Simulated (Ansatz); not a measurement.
**BGeHCl (quartet): the correlation ladder at a displaced geometry (v1), cc-pVDZ**

An exercise on one series of results from a longer session: the logs are not shown, and one member is left open.

Computed with Ansatz 0.2.0, Gaussian basis. Level: cc-pVDZ, core rule «outside noble gas», up to 20 orbitals frozen.

To be run: UHF; CCSD(T) on ROHF; CCSD(T) on UHF; BCCD(T) on ROHF; CISD; CCSDT(Q) on ROHF; CCSDT(Q) on UHF.

25 further runs of the same task are left out: 9 that didn't finish, 16 set aside as unsound or not needed.

## The geometry

The geometry is a PBE0/def2-TZVP stationary point (not a proven minimum) with its atoms shifted at random (size 0.040 Å). No spin-orbit coupling is included. The filled d shell of Ge may be among the frozen orbitals whatever the setting's name suggests; the logs give the count.

4 atoms, charge 0, spin multiplicity 4.

Atoms are counted from 1 here; the program's logs count them from 0.

Bond lengths: Cl1–B2 1.726 Å, B2–Ge3 2.022 Å, Ge3–H4 1.493 Å. Angles: Cl1–B2–Ge3 125.8°, B2–Ge3–H4 126.3°.

Set-up of the first run:

Input file in.yaml:

```yaml
crystal:
  periodic: [false, false, false]
  atoms:
    - {symbol: Cl, position_ang: [-0.028008, -0.126307, 2.194739]}
    - {symbol: B, position_ang: [-0.028841, 0.750947, 0.708704]}
    - {symbol: Ge, position_ang: [0.019123, -0.059558, -1.142857]}
    - {symbol: H, position_ang: [-0.083654, 0.680380, -2.435438]}
basis:
  gaussian: {orbitals: cc-pVDZ}
magnetization: {spin_polarized: true, initial_magnetization: 3}
hamiltonian: {xc: hf}
output: {orbitals: {seedname: orbitals}}
```

The run is started by

```console
ansatz run in.yaml --threads 1 --pin off --events-out ev --progress --plain --max-ram 2393MiB
```

Steps of the session up to this table: UHF; CCSD(T) on ROHF; CCSD(T) on UHF; BCCD(T) on ROHF; CISD; CCSDT(Q) on ROHF; CCSDT(Q) on UHF.

One of the session's tables, all rows but one given; the rest of the session is left out.

```
   method  from UCCSDT(Q) (kcal/mol)
     ROHF                          ?
      UHF                    +186.31
     RMP2                     +28.99
     UMP2                     +28.79
     CISD                     +24.30
    RCCSD                      +6.95
    UCCSD                      +6.70
 RCCSD(T)                      +1.44
 UCCSD(T)                      +1.22
  BCCD(T)                      +1.38
   RCCSDT                      +0.61
   UCCSDT                      +0.38
RCCSDT(Q)                      +0.28
UCCSDT(Q)                          0
```

**Question.** Estimate the row for ROHF.

As computed: from UCCSDT(Q) (kcal/mol): +188.36. In the column «from UCCSDT(Q) (kcal/mol)» it is the highest.

Limits of these values: Restricted and unrestricted rows rest on different reference determinants; where their highest levels disagree by more than a few hundredths of an eV, they describe different states and don't form one ladder.
